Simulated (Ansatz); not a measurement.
# Sn2Pb3Se5: the cost of one run

Method: DFT PBE, scalar-relativistic, plane waves, PAW, unless a step names another level, in Ansatz 0.2.0.

1 further run of the same task is left out (it didn't finish).

**1. The system as given**

Symmetry: R-3m, No. 166, trigonal system. The conventional cell has a = 4.353 Å, b = 4.353 Å, c = 53.349 Å, α = 90.00°, β = 90.00°, γ = 120.00°. Around Sn (site symmetry 3m) lie 6 Se at 3.04 to 3.05 Å. Pb (site symmetry 3m) is surrounded by 6 Se at 3.10 to 3.11 Å. Pb (site symmetry -3m) is surrounded by 6 Se at 3.10 Å. Around Se (site symmetry 3m) lie 3 Sn at 3.04 Å and 3 Pb at 3.11 Å. Se (site symmetry -3m) is surrounded by 6 Sn at 3.05 Å. Around Se (site symmetry 3m) lie 6 Pb at 3.10 Å.

Coordinates:

```
Sn Pb Se
1.0
     2.17657    1.25664   17.78300
    -2.17657    1.25664   17.78300
     0.00000   -2.51329   17.78300
Sn Pb Se
2 3 5
Direct
  0.69896 0.69896 0.69896
  0.30104 0.30104 0.30104
  0.09866 0.09866 0.09866
  0.90134 0.90134 0.90134
  0.50000 0.50000 0.50000
  0.39774 0.39774 0.39774
  0.00000 0.00000 0.00000
  0.60226 0.60226 0.60226
  0.20069 0.20069 0.20069
  0.79931 0.79931 0.79931
```

It is the end of an earlier relaxation with the same method, from a generated guess; it needn't be the stable form of this composition. At a tolerance of 0.05 Å it has space group R-3m (No. 166); it has 29.18 Å³/atom, an uncorrected energy of -0.51 eV/atom over the elements.

**2. Bands, states and charges**

The input, input.yaml:

```yaml
crystal:
  lattice:
    - [2.1765705951, 1.2566436173, 17.7829972]
    - [-2.1765705951, 1.2566436173, 17.7829972]
    - [0.0, -2.5132872396, 17.7829971996]
  atoms:
    - { symbol: Sn, position: [0.6989599459, 0.6989599459, 0.6989599459] }
    - { symbol: Sn, position: [0.3010400541, 0.3010400541, 0.3010400541] }
    - { symbol: Pb, position: [0.0986627135, 0.0986627135, 0.0986627135] }
    - { symbol: Pb, position: [0.9013372865, 0.9013372865, 0.9013372865] }
    - { symbol: Pb, position: [0.5, 0.5, 0.5] }
    - { symbol: Se, position: [0.3977372577, 0.3977372577, 0.3977372577] }
    - { symbol: Se, position: [0.0, 0.0, 0.0] }
    - { symbol: Se, position: [0.6022627423, 0.6022627423, 0.6022627423] }
    - { symbol: Se, position: [0.2006942531, 0.2006942531, 0.2006942531] }
    - { symbol: Se, position: [0.7993057469, 0.7993057469, 0.7993057469] }
basis:
  ecutwfc: 420
kpoints:
  mp_grid: { grid: [12, 12, 12] }
  band_path:
    path:
      - [[0.0, 0.0, 0.0], [0.5, 0.5, 0.5], [0.83000426, 0.16999574, 0.5]]
      - [[0.5, -0.16999574, 0.16999574], [0.5, 0.0, 0.0], [0.0, 0.0, 0.0], [0.33499787, -0.33499787, 0.0]]
      - [[0.66500213, 0.0, 0.33499787], [0.5, 0.0, 0.5], [0.0, 0.0, 0.0]]
    npoints: 14
hamiltonian:
  xc: pbe
scf:
  occupations: { method: gaussian, width: 0.1 }
  n_extra_bands: 25
output:
  forces: true
  stress: true
  eigenvalues: true
  populations: true
  dos: { projected: true, de: 0.02, nscf_kmesh: { grid: [15, 15, 15] } }
  bader: true
```

Launch:

```
> ansatz run input.yaml --threads 4 --pin off --max-ram 8192MiB --backend cpu --events-out ev --progress --plain --runs-dir out
```

What time and memory should one allow on 4 threads of Intel Xeon at 2.50GHz (Skylake/Cascade Lake), shared host?

About 7.6 min, with a peak of 5.9 GiB.
